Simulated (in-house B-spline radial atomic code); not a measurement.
**As⁹⁺: Hartree-Fock with and without relativity**

Aim: what relativity does to the energy, levels and radii of As⁹⁺.

The numbers are computed with in-house B-spline radial atomic code version 1 (Hartree-Fock averaged over the configuration, non-relativistic (point nucleus) and Dirac-Coulomb (finite nucleus); spherical all-electron atom at the radial basis limit), except any that are marked as measured or tabulated.

**1. Starting point**

| Property | Result |
| --- | --- |
| element | arsenic (Z = 33) |
| charge | +9 |
| electrons | 24 |
| configuration | [Ar] 3d6 |
| nucleus | point (non-relativistic run); Fermi, rms radius 4.097 fm (Dirac runs) |

Outer shells as boxes (Hund's rule):

[Ar] 3d6
```
[Ar] core
3d [↑↓][↑ ][↑ ][↑ ][↑ ]
```

The boxes draw the filling by Hund's rule, which heavy ions in jj coupling don't follow; these runs average over all states of the configuration.

**2. Non-relativistic run**

Input settings:

```ini
Z = 33
electrons = 24.0
configuration = [Ar] 3d6
hamiltonian = nr
method = hf
spin_polarised = False
```

**3. Dirac-Coulomb run**

Input settings:

```ini
Z = 33
electrons = 24.0
configuration = [Ar] 3d6
hamiltonian = dirac
method = hf
spin_polarised = False
nucleus = fermi
rms_radius = 4.0968
mass_number = 75
atomic_mass = 74.921594562
speed_of_light = 137.035999084
```

**4. Dirac-Coulomb run in the lowest jj configuration, 1s2 2s2 2p6 3s2 3p6 3d-4 3d+2**

In configurations, a minus sign after the shell means j = l − 1/2 and a plus sign j = l + 1/2; the count of electrons follows.

Settings: those of step 3 with these lines changed.

```diff
@@ -2,3 +2,3 @@
 electrons = 24.0
-configuration = [Ar] 3d6
+configuration = 1s2 2s2 2p6 3s2 3p6 3d-4 3d+2
 hamiltonian = dirac
```

How much does each shell's level and mean radius change with the Dirac Hamiltonian, and the total energy?

As calculated:

Levels and radii; the Dirac values are averaged over j with the occupations as weights.

| shell | ε non-rel. (eV) | ε Dirac (eV) | <r> non-rel. (bohr) | <r> Dirac (bohr) | change of <r> (%) |
| --- | --- | --- | --- | --- | --- |
| 1s | -11988.9 | -12168.9 | 0.04637 | 0.04548 | -1.91 |
| 2s | -1751.31 | -1791.97 | 0.2057 | 0.2015 | -2.02 |
| 2p | -1583.87 | -1593.52 | 0.1784 | 0.1767 | -0.94 |
| 3s | -413.78 | -421.54 | 0.5801 | 0.5712 | -1.54 |
| 3p | -353.34 | -355.42 | 0.5829 | 0.5790 | -0.66 |
| 3d | -256.61 | -255.53 | 0.5693 | 0.5703 | +0.19 |

The total energy moves by -25.34 hartree, or -1.2 %, between the two Hamiltonians (nuclear size included). First-order perturbation theory (mass-velocity plus Darwin) gives -24.02 hartree, which is 95 % of the full shift. Averaged over j, the 2s shell contracts most (-2.02 %), while 3d expands by 0.19 %, being screened better by the contracted inner s and p shells. Spin-orbit coupling splits the 3d level by 0.952 eV and the 2p level by 36.951 eV. The lowest jj configuration lies 2.207 eV below the average over the whole configuration. Breit terms add 1.05 hartree and QED terms 0.706 hartree.
